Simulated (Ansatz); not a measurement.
# GaSeS2: the cost of one run

Program: Ansatz 0.2.0. Level of theory: DFT PBE, scalar-relativistic, plane waves, PAW. These are calculated values, not measurements.

## 1. The structure to begin with

It takes space group P-4m2 (No. 115, tetragonal). The conventional cell has a = 4.182 Å, b = 4.182 Å, c = 5.903 Å, α = 90.00°, β = 90.00°, γ = 90.00°. Ga (site symmetry -4m2) has 4 S at 2.56 Å as nearest neighbours. Se (site symmetry -4m2) is surrounded by 4 S at 2.56 Å. S (site symmetry 2mm) has 2 Se at 2.56 Å and 2 Ga at 2.56 Å as nearest neighbours.

Coordinates:

```cif
data_structure
_symmetry_space_group_name_H-M 'P-4m2'
_symmetry_Int_Tables_number 115
_cell_length_a 4.1823
_cell_length_b 4.1823
_cell_length_c 5.9027
_cell_angle_alpha 90.000
_cell_angle_beta 90.000
_cell_angle_gamma 90.000
_cell_volume 103.25
loop_
_atom_site_label
_atom_site_type_symbol
_atom_site_symmetry_multiplicity
_atom_site_Wyckoff_symbol
_atom_site_fract_x
_atom_site_fract_y
_atom_site_fract_z
_atom_site_occupancy
Ga1 Ga 1 a 0.00000 0.00000 0.00000 1
Se1 Se 1 c 0.50000 0.50000 0.50000 1
S1 S 2 g 0.00000 0.50000 0.25039 1
```

A structure generator made this guess: species swapped into a database cell of AlGaP2 (P-4m2, No. 115), with Se on the Al sites and S on the P sites. Lengths come from tabulated atomic sizes and are only a guess.

## 2. A first look at the guess

Input file input.yaml:

```yaml
crystal:
  lattice:
    - [4.18227241, 0.0, 0.0]
    - [0.0, 4.18227241, 0.0]
    - [0.0, 0.0, 5.90269914]
  atoms:
    - { symbol: Ga, position: [0.0, 0.0, 0.0] }
    - { symbol: Se, position: [0.5, 0.5, 0.5] }
    - { symbol: S, position: [0.0, 0.5, 0.25039119] }
    - { symbol: S, position: [0.5, 0.0, 0.74960881] }
basis:
  ecutwfc: 420
kpoints:
  mp_grid: { grid: [4, 4, 4] }
hamiltonian:
  xc: pbe
scf:
  occupations: { method: gaussian, width: 0.1 }
  lower_state_search: "off"
output:
  forces: true
  stress: true
  eigenvalues: true
```

On the command line:

```console
> ansatz run input.yaml --threads 1 --pin off --max-ram 2560MiB --backend cpu --events-out ev --progress --plain --runs-dir out
```

Q: Estimate wall time and peak memory on 1 thread of Intel Xeon 6975P-C (Granite Rapids), shared host.

About 1.9 s, with a peak of 0.39 GiB.
